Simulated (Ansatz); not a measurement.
Predict the output of the script below (Ansatz 0.2.0, Python API).

`freq_ch3fsse.py`
```python
# -*- coding: utf-8 -*-
"""Harmonic frequencies of CH3FSSe at its relaxed geometry."""

import itertools

import ansatz as az
from ase import Atoms
from ase.data import atomic_numbers, covalent_radii
import numpy as np

atoms = Atoms(["F", "C", "S", "Se", "H", "H", "H"], positions=[
    (0.3151, -1.4356, -0.0781),
    (-0.046, -0.0555, 0.065),
    (1.3028, 0.7988, 0.8726),
    (-0.2722, 0.7595, -1.6821),
    (-0.9579, 0.0395, 0.6644),
    (1.2174, 0.0259, 2.0464),
    (-1.498, -0.2005, -1.934),
])
geometry = az.Crystal.molecule_from_ase(atoms)

base = (
    geometry.calculation()
    .basis(gaussian="def2-SVP")
    .functional("r2scan")
)
symbols = [site.symbol for site in geometry.cartesian_sites]
start = np.array([site.position_ang for site in geometry.cartesian_sites], dtype=float)
data = base.relax(force_tolerance=0.003).run().report
end = np.array(data["positions_ang"])

# pairs closer than 1.2 times the sum of covalent radii, before or after
radius = [covalent_radii[atomic_numbers[s]] for s in symbols]
span = lambda where, i, j: np.linalg.norm(where[i] - where[j])
bonded = [(i, j) for i, j in itertools.combinations(range(len(symbols)), 2) if min(span(start, i, j), span(end, i, j)) < 1.2 * (radius[i] + radius[j])]
print("pair        before    after (A)")
for i, j in bonded:
    print(f"{symbols[i]}{i}-{symbols[j]}{j}".ljust(10), f"{span(start, i, j):8.4f} {span(end, i, j):8.4f}")
for first, second in list(itertools.combinations(bonded, 2)):
    shared = set(first) & set(second)
    if shared and symbols[(j := shared.pop())] != "H":
        i, k = sorted((set(first) | set(second)) - {j})
        u, v = end[i] - end[j], end[k] - end[j]
        angle = np.degrees(np.arccos(np.clip(u @ v / np.linalg.norm(u) / np.linalg.norm(v), -1, 1)))
        print(f"final angle {symbols[i]}{i}-{symbols[j]}{j}-{symbols[k]}{k}: {angle:.2f} deg")

# same settings at the minimum
minimum = az.Crystal.molecule()
for symbol, place in zip(symbols, end):
    minimum = minimum.atom(symbol, place.tolist())
vibrating = (
    minimum.calculation()
    .basis(gaussian="def2-SVP")
    .functional("r2scan")
    .phonons(temperatures=(100, 500, 100))
)
vib = vibrating.run().report["vibrations"]
sums = vib["harmonic_sums"]
modes = [m["omega_inv_cm"] for m in sums["modes_at_gamma"] if m["rigid_motion"] == "no"]
print("frequencies (1/cm):", " ".join(f"{w:.0f}" for w in modes))
print("imaginary modes:", sum(w < 0 for w in modes), " zero-point energy:", round(sums["zero_point_energy_ev"], 4), "eV")
print("T (K)   F_vib (eV)   S_vib (meV/K)   C_vib (meV/K)")
for row in zip(sums["temperatures_k"], sums["vibrational_free_energy_ev"], vib["entropy_ev_per_k"], vib["heat_capacity_ev_per_k"]):
    print(f"{row[0]:6.1f} {row[1]:11.4f} {1000 * row[2]:13.4f} {1000 * row[3]:15.4f}")

# all hydrogen replaced by deuterium
heavier = vibrating.phonons(masses={"H": 2.014102}).run().report["vibrations"]["harmonic_sums"]
print("deuterated (1/cm):", " ".join(f"{m['omega_inv_cm']:.0f}" for m in heavier["modes_at_gamma"] if m["rigid_motion"] == "no"))
print("zero-point energy falls by", round(sums["zero_point_energy_ev"] - heavier["zero_point_energy_ev"], 4), "eV")
```

`python freq_ch3fsse.py` gives:
```text
pair        before    after (A)
F0-C1        1.4337   1.3674
C1-S2        1.7892   1.8130
C1-Se3       1.9411   1.9722
C1-H4        1.0954   1.1008
S2-H5        1.4080   1.3526
Se3-H6       1.5772   1.4722
final angle F0-C1-S2: 112.64 deg
final angle F0-C1-Se3: 110.49 deg
final angle F0-C1-H4: 107.85 deg
final angle S2-C1-Se3: 106.21 deg
final angle S2-C1-H4: 110.24 deg
final angle C1-S2-H5: 95.33 deg
final angle Se3-C1-H4: 109.40 deg
final angle C1-Se3-H6: 91.89 deg
frequencies (1/cm): 159 195 242 287 408 603 691 839 952 1052 1163 1320 2432 2685 3100
imaginary modes: 0  zero-point energy: 0.9997 eV
T (K)   F_vib (eV)   S_vib (meV/K)   C_vib (meV/K)
 100.0      0.9978        0.0738          0.1718
 200.0      0.9812        0.2604          0.3763
 300.0      0.9459        0.4438          0.5341
 400.0      0.8929        0.6155          0.6601
 500.0      0.8233        0.7737          0.7568
deuterated (1/cm): 117 174 189 283 404 524 540 701 748 921 977 1054 1731 1928 2283
zero-point energy falls by 0.2202 eV
```

Caveats:
- The frequencies are harmonic and unscaled, in a modest basis.
- The result belongs to the one conformer reached from this start, and soft torsions count as harmonic oscillators.
- The whole script took 6.1 min on 1 thread of Arm Neoverse V1, on a shared host, peak memory 0.24 GiB.
